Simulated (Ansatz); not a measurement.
# Ta2Si (antifluorite): equation of state and elastic constants

Aim: the bulk modulus of Ta2Si (antifluorite) from energies at several volumes around the relaxed one, then the elastic tensor. The cell was built by placing the elements on the sites of a structure type; the runs don't test whether it is the stable form.

Computed with Ansatz 0.2.0 (DFT PBEsol, scalar-relativistic, plane waves, PAW, unless a step's input says otherwise).

## 1. The system as given

Symmetry: Fm-3m, No. 225, cubic system. The conventional cell has a = 5.989 Å, b = 5.989 Å, c = 5.989 Å, α = 90.00°, β = 90.00°, γ = 90.00°. Around Ta (site symmetry -43m) lie 4 Si at 2.59 Å. Si (site symmetry m-3m) is surrounded by 8 Ta at 2.59 Å.

Coordinates:

```cif
data_structure
_symmetry_space_group_name_H-M 'Fm-3m'
_symmetry_Int_Tables_number 225
_cell_length_a 5.9891
_cell_length_b 5.9891
_cell_length_c 5.9891
_cell_angle_alpha 90.000
_cell_angle_beta 90.000
_cell_angle_gamma 90.000
_cell_volume 214.82
loop_
_atom_site_label
_atom_site_type_symbol
_atom_site_symmetry_multiplicity
_atom_site_Wyckoff_symbol
_atom_site_fract_x
_atom_site_fract_y
_atom_site_fract_z
_atom_site_occupancy
Ta1 Ta 8 c 0.25000 0.75000 0.75000 1
Si1 Si 4 a 0.00000 0.00000 0.00000 1
```

This cell comes from an earlier session at PBEsol: 17.902 Å³/atom at 0.12 GPa, on a 10×10×10 mesh.

Volume factors to run: 0.980, 1.020, 0.960, 1.040.

## 2. Scaling the volume by 0.980

Input file input.yaml:

```yaml
crystal:
  lattice:
    - [0.0, 2.9744456714, 2.9744456714]
    - [2.9744456714, 0.0, 2.9744456714]
    - [2.9744456714, 2.9744456714, 0.0]
  atoms:
    - { symbol: Ta, position: [0.25, 0.25, 0.25] }
    - { symbol: Ta, position: [0.75, 0.75, 0.75] }
    - { symbol: Si, position: [0.0, 0.0, 0.0] }
basis:
  ecutwfc: 420
  ecutrho_ratio: 4
kpoints:
  mp_grid: { grid: [10, 10, 10] }
hamiltonian:
  xc: pbesol
scf:
  occupations: { method: gaussian, width: 0.05 }
output:
  forces: true
  stress: true
  eigenvalues: true
```

Further steps of the session: Scaling the volume by 1.020; Volume × 0.960; At 1.040 of the relaxed volume; The elastic tensor from strained cells.

Q: Predict the outcome of this session. Wanted: V0; B0; B0′; scatter of the fit; C11, C12, C44; K, G, E; Poisson's ratio.

The runs gave:

```
          quantity             value
                V0    17.918 Å³/atom
                B0           181 GPa
               B0′               3.4
scatter of the fit    0.003 meV/atom
     C11, C12, C44  278, 133, 29 GPa
    K, G, E (Hill)  181, 42, 118 GPa
   Poisson's ratio              0.39
```

What this shows: A third-order Birch–Murnaghan fit puts the minimum at 17.92 Å³/atom with a bulk modulus of 181 GPa. One per cent of compression takes about 1.8 GPa. All eigenvalues of the tensor are positive, so the cell is mechanically stable. K/G = 4.28 lies over Pugh's 1.75, an empirical mark of ductile behaviour drawn from metals, and the universal anisotropy index of 1.05 is large. The tensor's bulk modulus (Hill average) differs from the fitted one by +1 %. These are values at 0 K without zero-point motion. Spin–orbit coupling is left out, though the cell holds Ta; in elements this heavy it can shift levels and gaps by tenths of an eV.
